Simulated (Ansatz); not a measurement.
# Na: the cost of one run

Computed with Ansatz 0.2.0 (DFT r2SCAN, scalar-relativistic, plane waves, PAW, unless a step's input says otherwise).

1 further run of the same task is left out (set aside as unsound or not needed).

## Step 1: Starting point

It takes space group Im-3m (No. 229, cubic). The conventional cell has a = 4.221 Å, b = 4.221 Å, c = 4.221 Å, α = 90.00°, β = 90.00°, γ = 90.00°. Around Na (site symmetry m-3m) lie 8 Na at 3.66 Å.

As a file:

```xyz
1
Lattice="-2.1107 2.1107 2.1107 2.1107 -2.1107 2.1107 2.1107 2.1107 -2.1107" Properties=species:S:1:pos:R:3 pbc="T T T"
Na    0.0000    0.0000    0.0000
```

This cell was relaxed beforehand with the same method: volume 37.61 Å³/atom, gap on the mesh none (metal).

## Step 2: Electronic structure at the relaxed geometry

Contents of input.yaml:

```yaml
crystal:
  lattice:
    - [-2.110691629, 2.110691629, 2.110691629]
    - [2.110691629, -2.110691629, 2.110691629]
    - [2.110691629, 2.110691629, -2.110691629]
  atoms:
    - { symbol: Na, position: [0.0, 0.0, 0.0] }
basis:
  ecutwfc: 500
kpoints:
  mp_grid: { grid: [14, 14, 14] }
  band_path:
    path:
      - [[0.0, 0.0, 0.0], [0.5, -0.5, 0.5], [0.0, 0.0, 0.5], [0.0, 0.0, 0.0], [0.25, 0.25, 0.25], [0.5, -0.5, 0.5]]
      - [[0.25, 0.25, 0.25], [0.0, 0.0, 0.5]]
    npoints: 14
hamiltonian:
  xc: r2scan
scf:
  occupations: { method: gaussian, width: 0.1 }
  n_extra_bands: 6
output:
  forces: true
  stress: true
  eigenvalues: true
  populations: true
  dos: { projected: true, de: 0.02, nscf_kmesh: { grid: [21, 21, 21] } }
  bader: true
  write_density: true
  write_potential: true
  elf: true
  volumetric_format: npy
```

Run with:

```bash
$ ansatz run input.yaml --threads 1 --pin off --max-ram 2560MiB --backend cpu --events-out ev --progress --plain --runs-dir out
```

**Question.** How long does this run take on 1 thread of Intel Xeon Platinum 8259CL at 2.50GHz (Skylake/Cascade Lake), shared host, and how much memory does it need?

About 28 s, with a peak of 0.46 GiB.
